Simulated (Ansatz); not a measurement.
# Ge5Sb: the cost of one run

Computed with Ansatz 0.2.0 (DFT PBE, scalar-relativistic, plane waves, PAW, unless a step's input says otherwise).

3 further runs of the same task are left out: 2 that didn't finish, 1 set aside as unsound or not needed.

## 1. The starting structure

The structure is hexagonal, space group P6/mmm (No. 191). The conventional cell has a = 6.000 Å, b = 6.000 Å, c = 4.669 Å, α = 90.00°, β = 90.00°, γ = 120.00°. Ge (site symmetry -6m2) has 6 Ge at 2.91 Å as nearest neighbours. Ge (site symmetry mmm) has 8 Ge at 2.91 to 3.00 Å as nearest neighbours. Sb (site symmetry 6/mmm) has 18 Ge at 3.46 to 3.80 Å as nearest neighbours.

As a file:

```cif
data_structure
_symmetry_space_group_name_H-M 'P 1'
_symmetry_Int_Tables_number 1
_cell_length_a 6.0003
_cell_length_b 6.0003
_cell_length_c 4.6694
_cell_angle_alpha 90.000
_cell_angle_beta 90.000
_cell_angle_gamma 120.000
_cell_volume 145.59
loop_
_atom_site_label
_atom_site_type_symbol
_atom_site_fract_x
_atom_site_fract_y
_atom_site_fract_z
_atom_site_occupancy
Ge1 Ge 0.33333 0.66667 0.00000 1
Ge2 Ge 0.66667 0.33333 0.00000 1
Ge3 Ge 0.50000 0.00000 0.50000 1
Ge4 Ge 0.50000 0.50000 0.50000 1
Ge5 Ge 0.00000 0.50000 0.50000 1
Sb1 Sb 0.00000 0.00000 0.00000 1
```

Recipe of the guess: species swapped into a database cell of ScBe5 (P6/mmm, No. 191), with Sb on the Sc sites and Ge on the Be sites. Lengths come from tabulated atomic sizes and are only a guess.

## 2. Probe: one point on a coarse mesh

input.yaml reads:

```yaml
crystal:
  lattice:
    - [6.0003204, 0.0, 0.0]
    - [-3.0001602, 5.1964299, 0.0]
    - [0.0, 0.0, 4.669396]
  atoms:
    - { symbol: Ge, position: [0.33333333, 0.66666667, 0.0] }
    - { symbol: Ge, position: [0.66666667, 0.33333333, 0.0] }
    - { symbol: Ge, position: [0.5, 0.0, 0.5] }
    - { symbol: Ge, position: [0.5, 0.5, 0.5] }
    - { symbol: Ge, position: [0.0, 0.5, 0.5] }
    - { symbol: Sb, position: [0.0, 0.0, 0.0] }
basis:
  ecutwfc: 420
kpoints:
  mp_grid: { grid: [3, 3, 4] }
hamiltonian:
  xc: pbe
scf:
  occupations: { method: gaussian, width: 0.1 }
  lower_state_search: "off"
output:
  forces: true
  stress: true
  eigenvalues: true
```

Command:

```sh
ansatz run input.yaml --threads 1 --pin off --max-ram 2048MiB --backend cpu --events-out ev --progress --plain --runs-dir out
```

What time and memory should one allow on 1 thread of Arm Neoverse V1, shared host?

About 5 s, with a peak of 0.4 GiB.
